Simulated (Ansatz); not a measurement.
# C2H12Al2N2: the cost of one run

Program: Ansatz 0.2.0, Gaussian basis. Level of theory: functionals in def2-TZVPP, the program's frozen cores in correlated methods. These are calculated values, not measurements.

Plan: LDA (SPW92), PBE-D4, revPBE-D4, BLYP-D4, r2SCAN-D4, B97M-V, PBE0-D4, B3LYP-D4, r2SCANh-D4, r2SCAN0-D4, HSE06-D4, BHLYP-D4, CAM-B3LYP-D4, LC-ωPBE, ωB97X-V, ωB97M-V, B2PLYP, PBE-QIDH; CCSD(T)/def2-SVP; MP2/def2-TZVPP; MP2/def2-QZVPP; RPA on PBE.

### 1 The geometry

An earlier PBE0-D4 in a triple-zeta def2 set relaxation fixed the geometry.

SMILES `[CH3][Al@H-]1[NH2+][Al@@H-]([CH3])[NH2+]1`, 18 atoms, charge 0, spin multiplicity 1.

Atoms are counted from 1 here; the program's logs count them from 0.

Bond lengths: C1–Al2 1.960 Å, C1–H7 1.095 Å, C1–H8 1.096 Å, C1–H9 1.095 Å, Al2–N3 1.959 Å, Al2–N6 1.959 Å, Al2–H10 1.596 Å, N3–Al4 1.959 Å, N3–H11 1.014 Å, N3–H12 1.014 Å, Al4–C5 1.960 Å, Al4–N6 1.959 Å, Al4–H13 1.596 Å, C5–H14 1.095 Å, C5–H15 1.096 Å, C5–H16 1.095 Å, N6–H17 1.014 Å, N6–H18 1.014 Å. Angles: Al2–C1–H7 111.9°, Al2–C1–H8 112.2°, Al2–C1–H9 111.9°, H7–C1–H8 107.0°, H7–C1–H9 106.6°, H8–C1–H9 107.0°, C1–Al2–N3 110.3°, C1–Al2–N6 110.3°, C1–Al2–H10 123.5°, N3–Al2–N6 87.8°, N3–Al2–H10 109.6°, N6–Al2–H10 109.6°, Al2–N3–Al4 92.1°, Al2–N3–H11 114.7°, Al2–N3–H12 114.3°, Al4–N3–H11 114.7°, Al4–N3–H12 114.3°, H11–N3–H12 106.8° and more.

Coordinates:

```
C     0.47326    2.45347   -0.19253
Al    1.18396    0.83051    0.64654
N     1.27601   -0.62627   -0.65971
Al   -0.23620   -1.55754    0.16710
C    -1.82694   -1.41506   -0.96972
N    -0.25264   -0.15877    1.53827
H     1.19734    2.91048   -0.87507
H    -0.43452    2.25633   -0.77419
H     0.21826    3.21768    0.54907
H     2.49255    0.81245    1.56044
H     1.12366   -0.34282   -1.62091
H     2.14556   -1.14683   -0.64288
H     0.26714   -2.92947    0.80927
H    -1.74872   -2.04590   -1.86133
H    -1.99811   -0.38968   -1.31702
H    -2.73407   -1.72993   -0.44339
H    -1.12804    0.34612    1.61706
H    -0.01851   -0.48477    2.46902
```

### 2 LDA

This LDA is Slater exchange with PW92 correlation.

Input file in.yaml:

```yaml
crystal:
  periodic: [false, false, false]
  atoms:
    - {symbol: C, position_ang: [0.473265, 2.453469, -0.192532]}
    - {symbol: Al, position_ang: [1.183956, 0.830512, 0.646543]}
    - {symbol: N, position_ang: [1.276007, -0.626267, -0.659709]}
    - {symbol: Al, position_ang: [-0.236205, -1.557536, 0.167098]}
    - {symbol: C, position_ang: [-1.826940, -1.415057, -0.969721]}
    - {symbol: N, position_ang: [-0.252638, -0.158773, 1.538272]}
    - {symbol: H, position_ang: [1.197344, 2.910476, -0.875072]}
    - {symbol: H, position_ang: [-0.434518, 2.256335, -0.774195]}
    - {symbol: H, position_ang: [0.218259, 3.217679, 0.549066]}
    - {symbol: H, position_ang: [2.492555, 0.812453, 1.560435]}
    - {symbol: H, position_ang: [1.123658, -0.342820, -1.620909]}
    - {symbol: H, position_ang: [2.145561, -1.146832, -0.642877]}
    - {symbol: H, position_ang: [0.267139, -2.929472, 0.809272]}
    - {symbol: H, position_ang: [-1.748717, -2.045897, -1.861334]}
    - {symbol: H, position_ang: [-1.998105, -0.389683, -1.317018]}
    - {symbol: H, position_ang: [-2.734066, -1.729930, -0.443389]}
    - {symbol: H, position_ang: [-1.128038, 0.346118, 1.617056]}
    - {symbol: H, position_ang: [-0.018506, -0.484774, 2.469023]}
basis:
  gaussian: {orbitals: def2-TZVPP}
hamiltonian: {xc: lda}
output: {orbitals: {seedname: orbitals}}
```

The run is started by

```sh
> ansatz run in.yaml --threads 8 --pin off --events-out ev --progress --plain --max-ram 20889MiB
```

What time and memory should one allow on 8 threads of Intel Xeon at 2.50GHz, shared host?

About 18 s, with a peak of 0.71 GiB.
